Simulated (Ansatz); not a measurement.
# C2H8BNO: up Jacob's ladder to CCSD(T)

How much do the methods differ for C2H8BNO? The plan is to run it at one geometry with functionals of several rungs and with coupled cluster. The yardstick is the atomisation energy at the CCSD(T) limit.

The runs use Ansatz 0.2.0, Gaussian basis; functionals in def2-TZVPP, the program's frozen cores in correlated methods.

The runs, in order: LDA (SPW92), PBE-D4, revPBE-D4, BLYP-D4, r2SCAN-D4, B97M-V, PBE0-D4, B3LYP-D4, r2SCANh-D4, r2SCAN0-D4, HSE06-D4, BHLYP-D4, CAM-B3LYP-D4, LC-ωPBE, ωB97X-V, ωB97M-V, B2PLYP, PBE-QIDH; CCSD(T)/def2-SVP; CCSD(T)/def2-TZVPP; MP2/def2-QZVPP; extrapolation to the limit; RPA on PBE.

### 1 Structure used throughout

All runs share one geometry, relaxed beforehand with PBE0-D4 in a triple-zeta def2 set.

SMILES `CN(C)BO`, 13 atoms, charge 0, spin multiplicity 1.

Atoms are counted from 1 here; the program's logs count them from 0.

Bond lengths: C1–N2 1.442 Å, C1–H6 1.097 Å, C1–H7 1.089 Å, C1–H8 1.097 Å, N2–C3 1.439 Å, N2–B4 1.398 Å, C3–H9 1.097 Å, C3–H10 1.090 Å, C3–H11 1.097 Å, B4–O5 1.375 Å, B4–H12 1.202 Å, O5–H13 0.957 Å. Angles: N2–C1–H6 111.0°, N2–C1–H7 110.0°, N2–C1–H8 111.0°, H6–C1–H7 108.6°, H6–C1–H8 107.6°, H7–C1–H8 108.6°, C1–N2–C3 114.4°, C1–N2–B4 123.0°, C3–N2–B4 122.6°, N2–C3–H9 111.3°, N2–C3–H10 110.0°, N2–C3–H11 111.3°, H9–C3–H10 108.4°, H9–C3–H11 107.5°, H10–C3–H11 108.4°, N2–B4–O5 119.5°, N2–B4–H12 119.4°, O5–B4–H12 121.1° and more.

### 2 LDA

This LDA is Slater exchange with PW92 correlation.

File in.yaml:

```yaml
crystal:
  periodic: [false, false, false]
  atoms:
    - {symbol: C, position_ang: [-1.406000, -0.076951, -0.058905]}
    - {symbol: N, position_ang: [0.031332, -0.104854, 0.052695]}
    - {symbol: C, position_ang: [0.556413, -1.295090, 0.667194]}
    - {symbol: B, position_ang: [0.851331, 0.934881, -0.396536]}
    - {symbol: O, position_ang: [0.282774, 2.044904, -0.974749]}
    - {symbol: H, position_ang: [-1.878198, -0.145171, 0.928926]}
    - {symbol: H, position_ang: [-1.724269, 0.849827, -0.533084]}
    - {symbol: H, position_ang: [-1.769846, -0.920311, -0.658715]}
    - {symbol: H, position_ang: [0.170781, -1.419954, 1.687063]}
    - {symbol: H, position_ang: [1.643953, -1.240745, 0.715305]}
    - {symbol: H, position_ang: [0.279598, -2.192019, 0.098570]}
    - {symbol: H, position_ang: [2.043534, 0.842927, -0.270439]}
    - {symbol: H, position_ang: [0.938898, 2.687854, -1.242426]}
basis:
  gaussian: {orbitals: def2-TZVPP}
hamiltonian: {xc: lda}
output: {orbitals: {seedname: orbitals}}
```

On the command line:

```bash
> ansatz run in.yaml --threads 4 --pin off --events-out ev --progress --plain --max-ram 10444MiB
```

Further steps of the session: PBE-D4 (GGA); revPBE-D4 (GGA); BLYP-D4 (GGA); r2SCAN-D4 (meta-GGA); B97M-V (meta-GGA); B3LYP-D4 (hybrid); r2SCANh-D4 (hybrid); r2SCAN0-D4 (hybrid); HSE06-D4 (hybrid); BHLYP-D4 (hybrid); CAM-B3LYP-D4 (range-separated); LC-ωPBE (range-separated); ωB97X-V (range-separated); ωB97M-V (range-separated); B2PLYP (double hybrid); PBE-QIDH (double hybrid); CCSD(T) in def2-SVP; CCSD(T) in def2-TZVPP; MP2 in def2-QZVPP; RPA on PBE orbitals.

Q: Predict the results of all the runs planned. Wanted: atomisation energy, CCSD(T)/CBS; farthest beyond LDA; mean size of error, GGA; mean size of error, meta-GGA; mean size of error, hybrid; mean size of error, range-separated; mean size of error, double hybrid; gap, smallest and largest; T1 diagnostic.

The runs gave:

```
                               quantity                                                                                   value
        atomisation energy, CCSD(T)/CBS                                                                               52.987 eV
    functionals within 0.265 eV (0.5 %)  revPBE-D4, BLYP-D4, r2SCAN-D4, B97M-V, PBE0-D4, r2SCANh-D4, LC-ωPBE, ωB97X-V, PBE-QIDH
                    farthest beyond LDA                                                                    BHLYP-D4 (-1.222 eV)
                mean size of error, GGA                                                                                0.500 eV
           mean size of error, meta-GGA                                                                                0.123 eV
             mean size of error, hybrid                                                                                0.460 eV
    mean size of error, range-separated                                                                                0.261 eV
      mean size of error, double hybrid                                                                                0.265 eV
              gap, smallest and largest                                                   5.59 eV (BLYP-D4), 12.56 eV (LC-ωPBE)
                          T1 diagnostic                                                                                  0.0115
triples share of the correlation energy                                                                                   3.7 %
```

**Reading.** LDA overbinds by 7.689 eV (15 %). PBE-D4 misses by +1.179 eV. Double hybrids carry the basis error of their MP2 part in triple zeta, and no dispersion term here, so their miss is partly the set-up's. The rungs meta-GGA, range-separated miss on average by less than the doubt on the reference (0.265 eV), so they tie. The reference freezes the cores and leaves out relativity and excitations past (T), so misses under about 0.265 eV can't be ranked. Hartree-Fock recovers 74 % of the binding; the rest is correlation. CCSD(T) in def2-SVP is off by -2.335 eV, which most functionals beat. Orbital gaps span 5.6 to 12.6 eV; exact exchange widens them.
